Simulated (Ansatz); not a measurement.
# C2H8O3Si2: a ladder of functionals and wavefunction methods

How much do the methods differ for C2H8O3Si2? The plan is to run it at one geometry with functionals of several rungs and with coupled cluster, and see how far each lands from CCSD(T) at the basis-set limit for the atomisation energy.

Method: functionals in def2-TZVPP, the program's frozen cores in correlated methods; program: Ansatz 0.2.0, Gaussian basis.

The runs, in order: PBE-D4, r2SCAN-D4, PBE0-D4, B3LYP-D4, ωB97X-V, ωB97M-V, B2PLYP; CCSD(T)/def2-TZVPP; MP2/def2-QZVPP; extrapolation to the limit.

## 1. Structure used throughout

The geometry comes from an earlier relaxation with PBE0-D4 in a triple-zeta def2 set; it is a stationary point, not always the lowest conformer.

SMILES `C=C[SiH](O)[SiH](O)O`, 15 atoms, charge 0, spin multiplicity 1.

Atoms are counted from 1 here; the program's logs count them from 0.

Bond lengths: C1–C2 1.331 Å, C1–H8 1.087 Å, C1–H9 1.087 Å, C2–Si3 1.862 Å, C2–H10 1.091 Å, Si3–O4 1.662 Å, Si3–Si5 2.347 Å, Si3–H11 1.495 Å, O4–H12 0.958 Å, Si5–O6 1.651 Å, Si5–O7 1.644 Å, Si5–H13 1.496 Å, O6–H14 0.958 Å, O7–H15 0.959 Å. Angles: C2–C1–H8 121.9°, C2–C1–H9 122.1°, H8–C1–H9 116.1°, C1–C2–Si3 123.5°, C1–C2–H10 117.9°, Si3–C2–H10 118.6°, C2–Si3–O4 111.9°, C2–Si3–Si5 112.4°, C2–Si3–H11 108.5°, O4–Si3–Si5 103.5°, O4–Si3–H11 108.5°, Si5–Si3–H11 111.9°, Si3–O4–H12 117.6°, Si3–Si5–O6 112.3°, Si3–Si5–O7 106.8°, Si3–Si5–H13 111.5°, O6–Si5–O7 107.8°, O6–Si5–H13 107.5° and more.

## 2. PBE-D4 (GGA)

Input file in.yaml:

```yaml
crystal:
  periodic: [false, false, false]
  atoms:
    - {symbol: C, position_ang: [-0.893667, 2.244326, -0.050882]}
    - {symbol: C, position_ang: [-1.264321, 1.255204, -0.860960]}
    - {symbol: Si, position_ang: [-0.735846, -0.514831, -0.630934]}
    - {symbol: O, position_ang: [-0.256468, -1.208845, -2.063153]}
    - {symbol: Si, position_ang: [1.161675, -0.710872, 0.736807]}
    - {symbol: O, position_ang: [1.495636, -2.281249, 1.122243]}
    - {symbol: O, position_ang: [0.825326, 0.089018, 2.133403]}
    - {symbol: H, position_ang: [-0.237077, 2.074836, 0.798510]}
    - {symbol: H, position_ang: [-1.240171, 3.264840, -0.190582]}
    - {symbol: H, position_ang: [-1.930111, 1.497944, -1.690215]}
    - {symbol: H, position_ang: [-1.894524, -1.290446, -0.091181]}
    - {symbol: H, position_ang: [-0.940071, -1.541145, -2.645671]}
    - {symbol: H, position_ang: [2.376753, -0.143464, 0.072649]}
    - {symbol: H, position_ang: [2.062004, -2.765051, 0.519328]}
    - {symbol: H, position_ang: [1.470894, 0.029756, 2.840649]}
basis:
  gaussian: {orbitals: def2-TZVPP}
hamiltonian: {xc: pbe, dispersion: d4}
output: {forces: true, orbitals: {seedname: orbitals}}
```

Command:

```console
ansatz run in.yaml --threads 2 --pin off --events-out ev --progress --plain --max-ram 32768MiB --backend cuda --devices 0, --max-vram 18GiB
```

Further steps of the session: r2SCAN-D4 (meta-GGA); PBE0-D4 (hybrid); B3LYP-D4 (hybrid); ωB97X-V (range-separated); ωB97M-V (range-separated); B2PLYP (double hybrid); CCSD(T) in def2-TZVPP; MP2 in def2-QZVPP.

Before running them: what should the planned runs give, taken together? Wanted: atomisation energy, CCSD(T)/CBS; farthest; mean size of error, hybrid; mean size of error, range-separated; gap, smallest and largest; T1 diagnostic; triples share of the correlation energy.

**Answer**, as computed:

| quantity | value |
| --- | --- |
| atomisation energy, CCSD(T)/CBS | 5876.9 kJ/mol |
| functionals within 29.4 kJ/mol (0.5 %) | r2SCAN-D4, ωB97X-V, ωB97M-V |
| farthest | B2PLYP (-93.7 kJ/mol) |
| mean size of error, hybrid | 50.1 kJ/mol |
| mean size of error, range-separated | 11.8 kJ/mol |
| gap, smallest and largest | 4.58 eV (PBE-D4), 11.17 eV (ωB97X-V) |
| T1 diagnostic | 0.0122 |
| triples share of the correlation energy | 3.7 % |

What this shows: PBE-D4 misses by +56.0 kJ/mol. Double hybrids carry the basis error of their MP2 part in triple zeta, and no dispersion term here, so their miss is partly the set-up's. Misses under about 29.4 kJ/mol are within the doubt on the reference itself, which lacks core-valence correlation, relativity and higher excitations. Hartree-Fock recovers 72 % of the binding; the rest is correlation. The gap grows from 4.6 to 11.2 eV across the functionals, mostly with the share of exact exchange.
